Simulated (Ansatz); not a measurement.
A nudged elastic band was laid between two geometries of a periodic cell of 63 atoms, Si (host Si, host structure diamond, one Si atom removed).

Method: Ansatz, DFT LDA, scalar-relativistic, plane waves, PAW. Settings: PAW set soft_1, cutoff 420 eV, k mesh 1x1x1, gaussian smearing 0.05 eV, no spin polarisation.

```yaml
movable_images: 3
climbing_image: yes
spring: 1.0 eV/Å²
optimiser: fire
start_path: IDPP
force_threshold: 0.05 eV/Å
iteration_limit: 80
end_points: relaxed
```

First end point:

```xyz
63
Lattice="10.8600 0.0000 0.0000 0.0000 10.8600 0.0000 0.0000 0.0000 10.8600" Properties=species:S:1:pos:R:3
Si 5.428 0.002 0.005
Si 6.790 1.359 1.362
Si 8.143 2.711 0.004
Si 9.520 4.077 1.367
Si 8.149 0.001 2.723
Si 9.502 1.356 4.076
Si 0.007 -0.002 0.008
Si 1.358 1.355 1.364
Si 2.721 2.709 0.004
Si 4.079 4.072 1.359
Si 5.436 5.428 0.009
Si 6.800 6.805 1.374
Si 8.152 8.139 0.002
Si 9.490 9.491 1.370
Si 2.711 -0.010 2.712
Si 4.074 1.354 4.070
Si 5.437 2.720 2.715
Si 6.797 4.080 4.102
Si 8.126 5.404 2.702
Si 5.438 -0.003 5.439
Si 6.791 1.354 6.790
Si 8.154 2.707 5.433
Si 9.489 4.086 6.774
Si 8.140 -0.011 8.143
Si 9.506 1.354 9.499
Si -0.005 5.434 0.001
Si 1.347 6.768 1.375
Si 2.712 8.143 0.008
Si 4.070 9.495 1.358
Si -0.002 2.711 2.726
Si 1.342 4.089 4.065
Si 2.721 5.428 2.723
Si 4.072 6.786 4.076
Si 5.426 8.142 2.726
Si 6.807 9.484 4.064
Si -0.004 0.007 5.433
Si 1.357 1.359 6.792
Si 2.710 2.714 5.437
Si 4.068 4.069 6.785
Si 5.422 5.435 5.433
Si 6.803 6.768 6.779
Si 8.146 8.138 5.438
Si 9.521 9.483 6.774
Si 2.720 -0.002 8.151
Si 4.074 1.356 9.507
Si 5.429 2.713 8.152
Si 6.789 4.071 9.514
Si 8.149 5.428 8.158
Si 9.502 6.786 9.508
Si 0.017 8.160 2.712
Si 1.350 9.492 4.101
Si -0.001 5.438 5.435
Si 1.345 6.804 6.780
Si 2.725 8.138 5.433
Si 4.080 9.500 6.786
Si 0.009 2.723 8.146
Si 1.357 4.073 9.511
Si 2.710 5.419 8.144
Si 4.073 6.784 9.502
Si 5.438 8.152 8.147
Si 6.791 9.500 9.510
Si -0.001 8.142 8.159
Si 1.359 9.500 9.514
```

Last end point:

Only the atoms that move by more than 0.05 Å are listed.
```
Si42 9.494 6.796 4.081
```

Question: Which bonds break or form, and what moves?

Answer: The atom that moves furthest is Si42, by 2.34 Å; four of its nearest neighbours are Si41 2.34, Si43 2.34, Si35 2.34, Si52 3.83 Å at the first end and Si52 2.35, Si19 2.35, Si50 2.35, Si35 3.82 Å at the last.

Question: What energy profile does the band end with?

Answer: The forces met the threshold. The highest image is number 2 of 0 to 4, 0.34 eV above the ends, which have the same energy within 2 meV. By the program's own check the climbing image is a first-order saddle point (lowest curvatures found: -0.13 and 0.29 eV/Å²). Limits of this set-up: coarse k mesh, PAW files made for another functional, no spin, though dangling bonds at a vacancy may carry it, a typed lattice constant that wasn't relaxed here.

```json
{"image": "0", "path coordinate (Å)": "0.00", "energy (eV)": "0.00", "Si35–Si42 (Å)": "2.34", "Si41–Si42 (Å)": "2.34", "Si42–Si43 (Å)": "2.34"}
{"image": "1", "path coordinate (Å)": "0.92", "energy (eV)": "0.04", "Si35–Si42 (Å)": "2.41", "Si41–Si42 (Å)": "2.41", "Si42–Si43 (Å)": "2.54"}
{"image": "2", "path coordinate (Å)": "1.80", "energy (eV)": "0.34", "Si35–Si42 (Å)": "2.71", "Si41–Si42 (Å)": "2.71", "Si42–Si43 (Å)": "2.75"}
{"image": "3", "path coordinate (Å)": "2.62", "energy (eV)": "0.06", "Si35–Si42 (Å)": "2.85", "Si41–Si42 (Å)": "3.47", "Si42–Si43 (Å)": "3.51"}
{"image": "4", "path coordinate (Å)": "3.49", "energy (eV)": "0.00", "Si35–Si42 (Å)": "3.82", "Si41–Si42 (Å)": "3.82", "Si42–Si43 (Å)": "3.82"}
```

Question: What is the geometry of the highest image?

Answer: 
```xyz
63
Lattice="10.8600 0.0000 0.0000 0.0000 10.8600 0.0000 0.0000 0.0000 10.8600" Properties=species:S:1:pos:R:3
Si 5.445 -0.014 -0.034
Si 6.774 1.358 1.345
Si 8.148 2.741 0.029
Si 9.460 4.176 1.464
Si 8.147 0.002 2.706
Si 9.501 1.357 4.075
Si 0.018 0.012 0.000
Si 1.344 1.393 1.373
Si 2.714 2.716 0.004
Si 4.038 4.085 1.373
Si 5.419 5.412 -0.001
Si 6.776 6.788 1.355
Si 8.146 8.143 0.001
Si 9.502 9.512 1.356
Si 2.715 0.014 2.705
Si 4.098 1.332 4.075
Si 5.418 2.711 2.701
Si 6.776 4.067 4.076
Si 8.106 5.616 2.904
Si 5.532 -0.101 5.389
Si 6.814 1.312 6.765
Si 8.146 2.713 5.430
Si 9.502 4.067 6.800
Si 8.190 -0.091 8.057
Si 9.504 1.339 9.488
Si -0.024 5.455 0.047
Si 1.265 6.831 1.454
Si 2.697 8.145 0.022
Si 4.070 9.520 1.347
Si -0.024 2.759 2.743
Si 1.267 4.164 4.119
Si 2.672 5.453 2.742
Si 4.071 6.787 4.075
Si 5.425 8.142 2.704
Si 6.969 9.319 4.037
Si 0.010 0.002 5.431
Si 1.372 1.357 6.803
Si 2.699 2.733 5.433
Si 4.070 4.059 6.808
Si 5.425 5.417 5.431
Si 6.968 6.750 6.608
Si 8.806 7.459 4.743
Si 9.533 9.331 6.619
Si 2.750 -0.015 8.133
Si 4.075 1.354 9.502
Si 5.445 2.678 8.134
Si 6.775 4.057 9.505
Si 8.147 5.419 8.149
Si 9.501 6.787 9.505
Si -0.174 8.176 2.890
Si 1.359 9.510 4.076
Si -0.171 5.600 5.464
Si 1.360 6.788 6.798
Si 2.717 8.143 5.431
Si 4.118 9.476 6.765
Si 0.017 2.712 8.160
Si 1.344 4.085 9.540
Si 2.715 5.417 8.162
Si 4.097 6.786 9.481
Si 5.531 8.100 8.048
Si 6.814 9.477 9.460
Si 0.009 8.143 8.150
Si 1.372 9.514 9.505
```

Time of the run: 10 min on 4 threads of Arm Neoverse V2, with other jobs on the host, peak memory 2.3 GiB.
